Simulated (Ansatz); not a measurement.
# CH2B2F2O: the cost of one run

The runs use Ansatz 0.2.0; RKS PBE0-D4/def2-SVP.

**1. The starting structure**

8 atoms, charge 0, spin multiplicity 1.

Atoms are counted from 1 here; the program's logs count them from 0.

Bond lengths: F1–B2 1.321 Å, B2–C3 1.598 Å, B2–B5 1.722 Å, C3–O4 1.491 Å, C3–H7 1.112 Å, C3–H8 1.112 Å, O4–B5 1.379 Å, B5–F6 1.327 Å. Angles: F1–B2–C3 131.7°, F1–B2–B5 146.7°, C3–B2–B5 81.5°, B2–C3–O4 90.7°, B2–C3–H7 118.0°, B2–C3–H8 118.0°, O4–C3–H7 110.1°, O4–C3–H8 110.0°, H7–C3–H8 108.4°, C3–O4–B5 98.2°, B2–B5–O4 89.6°, B2–B5–F6 147.9°, O4–B5–F6 122.5°.

As a file:

```
F    -1.86122   -0.67032    1.12389
B    -0.84753   -0.16325    0.44453
C     0.58922   -0.75735    0.07554
O     0.94247    0.49723   -0.64844
B    -0.23444    1.18392   -0.43638
F    -0.43774    2.41107   -0.89992
H     0.63291   -1.62387   -0.61932
H     1.30854   -0.93452    0.90420
```

**2. Relaxation**

File input.yaml:

```yaml
crystal:
  periodic: [false, false, false]
  atoms:
    - { symbol: F, position_ang: [-1.861225, -0.670322, 1.123887] }
    - { symbol: B, position_ang: [-0.847533, -0.16325, 0.44453] }
    - { symbol: C, position_ang: [0.589215, -0.757354, 0.075542] }
    - { symbol: O, position_ang: [0.942473, 0.497234, -0.648436] }
    - { symbol: B, position_ang: [-0.234443, 1.183916, -0.436381] }
    - { symbol: F, position_ang: [-0.437737, 2.411066, -0.899925] }
    - { symbol: H, position_ang: [0.632907, -1.62387, -0.619319] }
    - { symbol: H, position_ang: [1.308543, -0.93452, 0.904201] }
basis:
  gaussian: { orbitals: def2-SVP }
hamiltonian:
  xc: pbe0
  dispersion: d4
output:
  forces: true
relax:
  f_tol: 0.003
  max_steps: 120
```

Command:

```
> ansatz run input.yaml --threads 1 --pin off --max-ram 2560MiB --backend cpu --events-out ev --progress --plain --runs-dir out
```

What time and memory should one allow on 1 thread of Arm Neoverse V2, shared host?

About 25 s, with a peak of 0.19 GiB.
